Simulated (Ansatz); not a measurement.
# C4H3BrS: the cost of one run

Computed with Ansatz 0.2.0, Gaussian basis. Level: the settings change from run to run.

## (1) The relaxed structure

The geometry comes from an earlier relaxation with PBE0-D4 in a triple-zeta def2 set; it is a stationary point, not always the lowest conformer.

SMILES `Brc1cccs1`, 9 atoms, charge 0, spin multiplicity 1.

Atoms are counted from 1 here; the program's logs count them from 0.

Bond lengths: Br1–C2 1.864 Å, C2–C3 1.362 Å, C2–S6 1.710 Å, C3–C4 1.417 Å, C3–H7 1.081 Å, C4–C5 1.362 Å, C4–H8 1.082 Å, C5–S6 1.708 Å, C5–H9 1.079 Å. Angles: Br1–C2–C3 127.0°, Br1–C2–S6 120.7°, C3–C2–S6 112.3°, C2–C3–C4 111.6°, C2–C3–H7 123.4°, C4–C3–H7 124.9°, C3–C4–C5 112.9°, C3–C4–H8 123.7°, C5–C4–H8 123.4°, C4–C5–S6 111.6°, C4–C5–H9 128.3°, S6–C5–H9 120.1°, C2–S6–C5 91.5°.

## (2) LC-wPBE/def2-SVPD

Set apart from the defaults: a grid of angular degree 47, the search for lower states set to off.

in.yaml

```yaml
crystal:
  periodic: [false, false, false]
  atoms:
    - {symbol: Br, position_ang: [1.309851, -0.150927, -2.822107]}
    - {symbol: C, position_ang: [0.442439, 0.025528, -1.182036]}
    - {symbol: C, position_ang: [0.752182, -0.610603, -0.018018]}
    - {symbol: C, position_ang: [-0.122395, -0.234803, 1.031383]}
    - {symbol: C, position_ang: [-1.063863, 0.668370, 0.638811]}
    - {symbol: S, position_ang: [-0.898748, 1.073238, -1.011824]}
    - {symbol: H, position_ang: [1.567929, -1.313209, 0.077534]}
    - {symbol: H, position_ang: [-0.052383, -0.622470, 2.038918]}
    - {symbol: H, position_ang: [-1.846412, 1.118575, 1.230240]}
basis:
  gaussian: {orbitals: def2-SVPD, final_grid: {core_spheres: 20, valence_spheres: 16, degree: 47}}
hamiltonian: {xc: {name: LC-wPBE}}
scf: {lower_state_search: off}
output: {forces: true}
```

Started as:

```
$ ansatz run in.yaml --threads 4 --pin off --events-out ev --progress --plain --max-ram 10444MiB
```

Q: Estimate wall time and peak memory on 4 threads of Arm Neoverse V1, shared host.

About 4.1 s, with a peak of 0.37 GiB.
